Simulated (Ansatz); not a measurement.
# Au: the cost of one run

Method: DFT PBE, scalar-relativistic, plane waves, PAW, in Ansatz 0.2.0.

### Step 1. Starting point

It takes space group Fm-3m (No. 225, cubic). The conventional cell has a = 4.158 Å, b = 4.158 Å, c = 4.158 Å, α = 90.00°, β = 90.00°, γ = 90.00°. Au (site symmetry m-3m) is surrounded by 12 Au at 2.94 Å.

As a file:

```cif
data_structure
_symmetry_space_group_name_H-M 'P 1'
_symmetry_Int_Tables_number 1
_cell_length_a 2.9401
_cell_length_b 2.9401
_cell_length_c 2.9401
_cell_angle_alpha 60.000
_cell_angle_beta 60.000
_cell_angle_gamma 60.000
_cell_volume 17.97
loop_
_atom_site_label
_atom_site_type_symbol
_atom_site_fract_x
_atom_site_fract_y
_atom_site_fract_z
_atom_site_occupancy
Au1 Au 0.00000 0.00000 0.00000 1
```

### Step 2. Relaxing cell and atoms: Au, no spin

File input.yaml:

```yaml
crystal:
  lattice:
    - [0.0, 2.079, 2.079]
    - [2.079, 0.0, 2.079]
    - [2.079, 2.079, 0.0]
  atoms:
    - { symbol: Au, position: [0.0, 0.0, 0.0] }
scf:
  occupations: { method: gaussian, width: 0.1 }
output:
  forces: true
  stress: true
  eigenvalues: true
  write_density: true
  write_potential: true
  elf: true
  volumetric_format: npy
hamiltonian:
  xc: pbe
relax:
  f_tol: 0.003
  max_steps: 60
  cell: { stress_tol: 0.02 }
kpoints:
  mp_grid: { grid: [32, 32, 32] }
```

The run is started by

```sh
$ ansatz run input.yaml --threads 8 --pin off --max-ram 16384MiB --backend cpu --events-out ev --progress --plain --runs-dir out
```

Q: Estimate wall time and peak memory on 8 threads of Arm Neoverse N1, shared host.

About 13 s, with a peak of 0.54 GiB.
